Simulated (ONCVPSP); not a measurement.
# An ONCV potential for fluorine, from input to tests

Task: generate the file, and judge it by its errors in other configurations, its logarithmic derivatives, its ghosts and its cutoff.

Method: ONCVPSP 4.0.1.1 (patched build), LDA (Perdew-Wang 92), scalar-relativistic.

### 1 Settings

The settings as typed:

| Item | Value |
| --- | --- |
| element | fluorine (F, Z = 9) |
| type | optimised norm-conserving Vanderbilt (ONCV) |
| frozen core | [He] |
| valence charge | 7 |
| reference configuration | 2s1 2p6 |
| partial waves | 2s: rc 0.65 bohr, ncon 4, nbas 7, qcut 8.3 1/bohr, 1 projector; 2p: rc 1.40 bohr, ncon 4, nbas 8, qcut 7.8 1/bohr, 2 projectors, debl 4 Ha |
| local potential | polynomial inside 0.45 bohr (lpopt 5, dvloc0 0 Ha) |
| core correction | not asked for |

The outer shells as boxes (Hund's rule for the drawing; the calculation is spin-unpolarised):

```
[He] core
2s [↑ ]
2p [↑↓][↑↓][↑↓]
```

The nodes and maxima of the atom's own shells, from an earlier all-electron run, set the scale for the radii.

All-electron outer shells of the reference configuration (LDA (PZ), scalar-relativistic, ld1.x):

```csv
shell,level (eV),outermost node (bohr),outermost maximum (bohr)
1s,-659.49,–,0.12
2s,-30.13,0.24,0.77
2p,-11.70,–,0.71
```

### 2 The generation run

F.dat

```
# ATOM AND REFERENCE CONFIGURATION
# atsym  z   nc   nv     iexc    psfile
  F 9.00    1    2  -001012      upf
#
#   n    l    f
    1    0    2.00
    2    0    1.00
    2    1    6.00
#
# PSEUDOPOTENTIAL AND OPTIMIZATION
# lmax
    1
#
#   l,   rc,      ep,       ncon, nbas, qcut
    0    0.65    0.00    4    7    8.30
    1    1.40    0.00    4    8    7.80
#
# LOCAL POTENTIAL
# lloc, lpopt,  rc(5),   dvloc0
    4    5    0.45    0.00
#
# VANDERBILT-KLEINMAN-BYLANDER PROJECTORs
# l, nproj, debl
    0    1    0.30
    1    2    4.00
#
# MODEL CORE CHARGE
# icmod, fcfact, rcfact
    0    0.00    0.00
#
# LOG DERIVATIVE ANALYSIS
# epsh1, epsh2, depsh
   -3.00    5.00    0.02
#
# OUTPUT GRID
# rlmax, drl
    6.00    0.01
#
# TEST CONFIGURATIONS
# ncnf
    4
# nvcnf
#   n    l    f
    2
    2    0    2.00
    2    1    5.00
#
    2
    2    0    2.00
    2    1    4.00
#
    2
    2    0    2.00
    2    1    3.00
#
    2
    2    0    2.00
    2    1    4.50
#
```

On the command line:

```sh
$ oncvpsp.x < F.dat > F.out
```

Q: Predict the outcome of this session. Wanted: cutoffs for 1 and 0.1 mHa per electron, occupied waves; bound ghosts; GHOST(+) flags; largest test error; largest phase difference near zero energy, channels read.

As calculated:

```
                                                quantity                  value
  cutoffs for 1 and 0.1 mHa per electron, occupied waves      180 Ha and 261 Ha
                                            bound ghosts             none found
                                          GHOST(+) flags     none at low energy
                            largest test error (AE − PS)  +765 meV, for 2s2 2p3
largest phase difference near zero energy, channels read              0.003 rad
```

In words: The worst unpolarised test, 2s2 2p3, is off by 765 meV on 39.7 eV; by total energies transferability rates as poor. The potential is very hard: the looser tolerance needs 180 Ha. At the looser tolerance the 2s wave is the slowest; 2p needs 28 Ha. It is free of bound ghosts as far as tested. Near zero energy the phases of the channels with partial waves agree within 0.003 rad. All of this concerns the isolated atom, not yet a solid.
